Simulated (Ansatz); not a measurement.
This script makes vertical energies of changing the electron count of FH₄NO₂Sn, SMILES [NH2][Sn]([OH])([OH])[F] with Ansatz 0.2.0, Python API.

`run_ip.py`:
```python
# -*- coding: utf-8 -*-
'''Vertical ionisation energy of FH4NO2Sn.'''

import logging
import sys

import ansatz as az

logging.basicConfig(stream=sys.stdout, format='%(name)s: %(message)s')
logger = logging.getLogger('fh4no2sn')
logger.setLevel(logging.INFO)

BASIS = 'def2-TZVP'
FUNCTIONAL = 'HF'


def energy(molecule, charge=0, unpaired=0):
    calc = (
        molecule.calculation()
        .basis(gaussian=BASIS)
        .functional(FUNCTIONAL)
    )
    if charge:
        calc = calc.charge(charge)
    if unpaired:
        calc = calc.spin('collinear', total=unpaired)
    report = calc.run(threads=1, backend='cpu').report
    if report['published_state_doubts']:
        print('  doubts:', report['published_state_doubts'])
    return report['free_energy_ev']

GEOMETRY = '''
N    -0.80600    0.39140   -1.44390
Sn    0.23900   -0.11720    0.19790
O     1.06880   -1.86680   -0.14610
O    -0.88260   -0.24080    1.76560
F     1.61190    1.21520    0.52490
H    -1.25360    1.39510   -1.25110
H    -0.14720    0.56430   -2.23400
H     1.63810   -2.04420    0.69490
H    -1.37990    0.65660    1.87470
'''

mol = az.Crystal.molecule()
for line in GEOMETRY.strip().splitlines():
    symbol, *xyz = line.split()
    mol = mol.atom(symbol, [float(v) for v in xyz])

# total-energy differences at one geometry
parent = energy(mol, 0, 0)
cation = energy(mol, 1, 1)
logger.info(f'E(N)   = {parent:.5f} eV')
logger.info(f'E(N-1) = {cation:.5f} eV  (1 unpaired)')
logger.info(f'vertical ionisation energy {cation - parent:.3f} eV')
```

What does it cost to change the electron count at this fixed geometry?

At this unrelaxed geometry removing an electron costs 9.48 eV.

The output:

`python run_ip.py` gives:
```text
fh4no2sn: E(N)   = -14135.76926 eV
fh4no2sn: E(N-1) = -14126.28607 eV  (1 unpaired)
fh4no2sn: vertical ionisation energy 9.483 eV
```

Total energies depend on the basis set; only differences at equal settings carry meaning. The geometry is a force-field or estimated start, not a minimum of this method, and the basis set is short of its limit. All parts are taken at fixed geometry, without zero-point energy. At an unrelaxed start these energies can be a whole eV from those at the minimum, and a small affinity can change sign. def2 sets replace the cores of elements past krypton by effective core potentials. Hartree-Fock leaves correlation out, so bond, atomisation and ionisation energies come out well too low. Timing: 58 s on 1 thread of Arm Neoverse V1, with other jobs on the host, peak memory 0.86 GiB.
